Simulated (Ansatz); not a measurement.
Task: a rigid scan of one bond angle of CH₅O₂Sb, SMILES OC[O][SbH2], with the Ansatz DFT code, driven from Python. Give the script and its output. Settings (for the species named): PBE0, def2-SVP basis, multiplicity 1.

```xyz
9

O    -0.4157    1.2766   -1.1480
C     0.5707    0.6780   -0.4715
O     0.2604   -0.6847   -0.3332
Sb   -1.1128   -0.8742    1.0661
H    -0.4684    0.9295   -2.0924
H     0.7271    1.1846    0.5151
H     1.5509    0.7936   -1.0345
H    -0.9941   -2.6213    1.0463
H    -0.0297   -0.7284    2.4349
```

The script, `run_bend.py`:
```python
'''Bending curve of CH5O2Sb.'''

import logging
import sys

import ansatz as az
from ase import Atoms

logging.basicConfig(stream=sys.stdout, format='%(levelname)s %(message)s')
log = logging.getLogger('run')
log.setLevel(logging.INFO)

atoms = Atoms(['O', 'C', 'O', 'Sb', 'H', 'H', 'H', 'H', 'H'], positions=[
    (-0.4157, 1.2766, -1.148),
    (0.5707, 0.678, -0.4715),
    (0.2604, -0.6847, -0.3332),
    (-1.1128, -0.8742, 1.0661),
    (-0.4684, 0.9295, -2.0924),
    (0.7271, 1.1846, 0.5151),
    (1.5509, 0.7936, -1.0345),
    (-0.9941, -2.6213, 1.0463),
    (-0.0297, -0.7284, 2.4349),
])

# start the scan from a relaxed geometry
first = az.Crystal.molecule_from_ase(atoms).calculation()
first = first.basis(gaussian='def2-SVP')
first = first.functional('pbe0').relax(force_tolerance=0.02, max_steps=80)
atoms.positions = first.run(threads=1).report['positions_ang']

rows = []
for angle in [90, 100, 110, 120, 135, 150, 165, 179]:
    bent = atoms.copy()
    bent.set_angle(1, 2, 3, angle, indices=[3, 7, 8])
    model = az.Crystal.molecule_from_ase(bent).calculation().basis(gaussian='def2-SVP').functional('pbe0')
    rows.append((angle, model.run(threads=1).report['free_energy_ev']))
floor = min(e for _, e in rows)
for angle, e in rows:
    log.info(f'angle C1-O2-Sb3 = {angle:3d} deg   {1000 * (e - floor):9.1f} meV')
```

```console
$ python run_bend.py
INFO angle C1-O2-Sb3 =  90 deg       798.1 meV
INFO angle C1-O2-Sb3 = 100 deg       189.5 meV
INFO angle C1-O2-Sb3 = 110 deg         0.0 meV
INFO angle C1-O2-Sb3 = 120 deg         2.5 meV
INFO angle C1-O2-Sb3 = 135 deg       169.1 meV
INFO angle C1-O2-Sb3 = 150 deg       407.8 meV
INFO angle C1-O2-Sb3 = 165 deg       622.1 meV
INFO angle C1-O2-Sb3 = 179 deg       727.4 meV
```

The scan is rigid, and the energies are electronic, in a modest basis. The zero is the lowest point of the grid, which needn't be the minimum. def2 sets replace the cores of elements past krypton by effective core potentials. Run time: 99 s on 1 thread of Arm Neoverse V2, on a shared host, peak memory 0.28 GiB.
